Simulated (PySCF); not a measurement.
# The bond of SnCl−, level by level

One table from this session's results is given with a row withheld; the runs are named, their logs left out.

The runs use PySCF 2.14.0; Sn def2-SVPD with ECP28, Cl def2-SVPD, scalar-relativistic core potentials.

The first run:

The job is set up so:

* atoms: Sn, Cl
* charge: -1
* basis: Sn def2-SVPD with ECP28, Cl def2-SVPD
* Hamiltonian: scalar-relativistic core potentials
* basis functions: 59
* electrons treated: 40
* masses in u: 119.9022, 34.9689
* levels: PBE0, PBE, r²SCAN, B3LYP, TPSSh, BHandHLYP, HF, MP2, SCS-MP2, CCSD, CCSD(T)
* grid: 80 radial by 434 angular points
* occupations: held fixed by the projection of orbital angular momentum
* dissociation limit: Sn + Cl−, each in its ground configuration
* starting distance in angstrom: 2.420
* values of 2S to try: 0, 2

Run with:

```
OMP_NUM_THREADS=1 python dia.py task.json out
```

Steps of the session up to this table: Set-up; The PBE0 curve of the state that the search chose; Higher solutions at PBE0; PBE (GGA); r²SCAN; B3LYP; TPSSh (hybrid meta-GGA); BHandHLYP; UHF; Adding correlation.

One table of the session follows, with a row left open; its other results are not shown here.

It belongs to the step «The curves together». Energy (eV) from each level's lowest point:

```
R (Å)    UHF  UHF-MP2  UHF-SCS-MP2  UHF-CCSD  UHF-CCSD(T)
2.245  0.737    0.690        0.723       n/a          n/a
2.349  0.343    0.308        0.332     0.327        0.331
2.453      ?        ?            ?         ?            ?
2.532  0.039    0.027        0.033     0.032        0.033
2.610  0.002    0.000        0.000     0.000        0.000
2.688  0.000    0.009        0.002     0.003        0.003
2.793  0.033    0.057        0.043     0.045        0.045
2.923  0.109    0.154        0.131     0.135        0.136
3.080  0.224    0.295        0.262     0.266        0.270
3.289  0.384    0.488        0.445       n/a          n/a
```

Estimate the missing values for R (Å) = 2.453.

Worked estimate for «UHF». A straight line through the neighbours (2.349, 0.343) and (2.532, 0.039) gives 0.343 + (0.039 − 0.343) × (2.453 − 2.349) / (2.532 − 2.349) = 0.170; a parabola fitted to 4 rows on both sides gives 0.115.

**Answer.** UHF: 0.124; UHF-MP2: 0.102; UHF-SCS-MP2: 0.115; UHF-CCSD: 0.113; UHF-CCSD(T): 0.114. In «UHF» the line misses by +0.046 and the parabola by -0.009.
